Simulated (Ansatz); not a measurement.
# Ta4O: the cost of one run

Computed with Ansatz 0.2.0 (DFT PBE, scalar-relativistic, plane waves, PAW, unless a step's input says otherwise).

4 further runs of the same task are left out: 4 set aside as unsound or not needed.

## (1) The system as given

The structure is monoclinic, space group Pm (No. 6). The conventional cell has a = 3.319 Å, b = 3.319 Å, c = 21.800 Å, α = 90.00°, β = 90.00°, γ = 90.00°. Ta (site symmetry m) has 4 Ta at 2.87 Å as nearest neighbours. Ta (site symmetry m) is surrounded by 9 Ta at 2.87 to 3.14 Å. Around Ta (site symmetry m) lie 8 Ta at 2.78 to 2.87 Å. Around Ta (site symmetry m) lie 1 O at 1.95 Å. O (site symmetry m) is surrounded by 1 Ta at 1.95 Å.

As a file:

```
CELL_PARAMETERS angstrom
3.31897 0.00000 0.00000
0.00000 3.31897 0.00000
0.00000 0.00000 21.79966
ATOMIC_POSITIONS crystal
Ta 0.50000 0.50000 0.18349
Ta 0.00000 0.00000 0.25961
Ta 0.50000 0.50000 0.33515
Ta 0.00000 0.00000 0.40366
O 0.16667 0.00000 0.48944
```

This is the geometry of the first run shown, built on a cell relaxed beforehand with the same method.

## (2) What is varied

Atoms count from 1 in the order of the input.

O is moved along a line over the surface and along the normal, above a rigid substrate.

The axes are (1) position of O5 along the first surface vector, from above Ta4: 6 values from 0.00 to 2.77 Å, periodic; (2) height of O5 above the plane of Ta4: 8 values from 1.23 to 4.11 Å.

Nothing else is relaxed. Points are written as (first, second).

## (3) Point (0.55 Å, 1.87 Å)

A dipole layer in the vacuum cancels the field that periodic copies would set up if the slab's two faces differ.

input.yaml

```yaml
crystal:
  lattice:
    - [3.3189671338, 0.0, 0.0]
    - [0.0, 3.3189671338, 0.0]
    - [0.0, 0.0, 21.7996559829]
  atoms:
    - { symbol: Ta, position: [0.5, 0.5, 0.1834891341] }
    - { symbol: Ta, position: [0.0, 0.0, 0.2596134348] }
    - { symbol: Ta, position: [0.5, 0.5, 0.3351487972] }
    - { symbol: Ta, position: [0.0, 0.0, 0.4036603142] }
    - { symbol: O, position: [0.1666666667, 0.0, 0.4894414844], spin: 2.0 }
basis:
  ecutwfc: 420
kpoints:
  mp_grid: { grid: [8, 8, 1] }
hamiltonian:
  xc: pbe
  pseudopotentials: { kind: paw, azcp: { folder: soft_1 } }
scf:
  occupations: { method: gaussian, width: 0.1 }
output:
  forces: true
  eigenvalues: true
  populations: true
magnetization:
  spin_polarized: true
efield:
  axis: 3
  dipole_correction: true
  ramp_width: 0.04
```

Command:

```
> ansatz run input.yaml --threads 1 --pin off --max-ram 3072MiB --backend cpu --events-out ev --progress --plain --runs-dir out
```

Q: Estimate wall time and peak memory on 1 thread of Intel Xeon 6975P-C (Granite Rapids), shared host.

About 34 s, with a peak of 0.65 GiB.
